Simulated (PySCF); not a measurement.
# F2Ge2H6P2 ((GeH3)2PPF2): the cost of one run

Programs: PySCF 2.14.0, with routines of our own; each step states its level. All values are computed. Atoms count from 0.

## 1. The starting structure

12 atoms, charge 0, multiplicity 1; geometry from: GFN2-xTB.

## 2. Geometry optimisation at PBE0-D3(BJ)/def2-SVP

What the job is given:

```
{"job": {"xc": "PBE0", "basis": "def2-SVP", "d3": "d3bj", "grid": 1, "maxiter": 30, "shake": 0.01, "kind": "geom"}, "charge": 0, "multiplicity": 1}
F      2.460570    -1.351590     1.250120
P      0.820270    -1.293160     1.160130
F      0.668770    -2.847630     0.737380
P      0.678950    -0.427200    -0.831210
Ge    -1.657770    -0.555430    -0.623400
Ge     0.858920     1.675230     0.115990
H     -2.310080     0.297620    -1.654960
H     -2.185130    -0.111490     0.715270
H     -2.106750    -1.955250    -0.817550
H      0.068000     1.892940     1.386670
H      0.436190     2.725480    -0.849690
H      2.307740     1.922210     0.461100
```

Run with:

```console
OMP_NUM_THREADS=1 python heavy_run.py task.json out
```

The driver reads the jobs from task.json and runs them one after another.

**Question.** How long does this first job take on 1 thread of Arm Neoverse V2, shared host, and how much memory does it need?

About 4.1 min, with a peak of 0.75 GiB.
